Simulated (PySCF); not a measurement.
# C3H8FNSi: the cost of one run

Computed with PySCF 2.14.0, with density-fitted response routines of our own, on a single molecule in the gas phase. Atoms count from 0, in the outputs and in this text.

## 1. The starting structure

14 atoms, charge 0, multiplicity 1; geometry from: GFN2-xTB. The atoms were then displaced at random by about 0.01 Å, so the start is not that level's minimum.

Bonds of the start (Å): C0–C1 1.29, C1–C2 1.50, C2–F3 1.32, C1–Si4 1.89, Si4–N5 1.71, C0–H6 1.09, C0–H7 1.10, C2–H8 1.12, C2–H9 1.10, Si4–H10 1.49, Si4–H11 1.47, N5–H12 1.01, N5–H13 0.99.

## 2. Optimising the geometry at PBE0-D3(BJ)/def2-SVP

What the job is given:

```
{"job": {"xc": "PBE0", "basis": "def2-SVP", "d3": "d3bj", "grid": 1, "shake": 0.01, "kind": "geom"}, "charge": 0, "multiplicity": 1}
C     -1.280910     1.021600    -0.797180
C     -0.656820     0.194310    -0.022040
C     -1.285330    -1.101430     0.393430
F     -2.494110    -1.296160    -0.110490
Si     1.088070     0.519640     0.623530
N      2.154880    -0.055100    -0.583880
H     -2.283390     0.841190    -1.175330
H     -0.844010     1.987580    -1.104330
H     -1.361040    -1.138860     1.512970
H     -0.660200    -1.949650     0.073060
H      1.206470    -0.130170     1.960240
H      1.359230     1.958910     0.765550
H      1.913250    -0.891870    -1.098590
H      3.136770     0.024930    -0.444680
```

Command:

```console
$ OMP_NUM_THREADS=1 python probes_run.py task.json out
```

One launch serves the whole session: the jobs run in the order shown.

Q: Estimate the wall time and peak memory of this first job on 1 thread of Arm Neoverse V2, shared host.

About 64 s, with a peak of 0.5 GiB.
